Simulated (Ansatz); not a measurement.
# SrRhN2: the cost of one run

Computed with Ansatz 0.2.0 (DFT PBE, scalar-relativistic, plane waves, PAW, unless a step's input says otherwise).

## 1. The system as given

Symmetry: P4/mmm, No. 123, tetragonal system. The conventional cell has a = 3.434 Å, b = 3.434 Å, c = 17.000 Å, α = 90.00°, β = 90.00°, γ = 90.00°. Sr (site symmetry 4/mmm) has 4 Rh at 2.43 Å as nearest neighbours. Rh (site symmetry 4/mmm) is surrounded by 2 N at 1.45 Å. N (site symmetry 4mm) is surrounded by 1 Rh at 1.45 Å.

As a file:

```
CELL_PARAMETERS angstrom
3.43384 0.00000 0.00000
0.00000 3.43384 0.00000
0.00000 0.00000 17.00000
ATOMIC_POSITIONS crystal
Sr 0.50000 0.50000 0.50000
Rh 0.00000 0.00000 0.50000
N 0.00000 0.00000 0.58514
N 0.00000 0.00000 0.41486
```

Recipe of the guess: random sheet by layer group and Wyckoff sites. The dimensions are guesses.

Only a and b are periodic; c spans vacuum, so the box's volume, pressure and space group aren't properties of the sheet.

## 2. Probe: one point on a coarse mesh

input.yaml

```yaml
crystal:
  lattice:
    - [3.433843, 0.0, 0.0]
    - [0.0, 3.433843, 0.0]
    - [0.0, 0.0, 17.0]
  atoms:
    - { symbol: Sr, position: [0.5, 0.5, 0.5] }
    - { symbol: Rh, position: [0.0, 0.0, 0.5], spin: 1.0 }
    - { symbol: "N", position: [0.0, 0.0, 0.585144] }
    - { symbol: "N", position: [0.0, 0.0, 0.414856] }
  periodic: [true, true, false]
basis:
  ecutwfc: 420
kpoints:
  mp_grid: { grid: [6, 6, 1] }
hamiltonian:
  xc: pbe
scf:
  occupations: { method: gaussian, width: 0.1 }
  lower_state_search: "off"
output:
  forces: true
  stress: true
  eigenvalues: true
  populations: true
magnetization:
  spin_polarized: true
```

On the command line:

```
$ ansatz run input.yaml --threads 1 --pin off --max-ram 2560MiB --backend cpu --events-out ev --progress --plain --runs-dir out
```

**Question.** How long does this run take on 1 thread of Intel Xeon at 2.50GHz (Skylake/Cascade Lake), shared host, and how much memory does it need?

About 54 s, with a peak of 0.61 GiB.
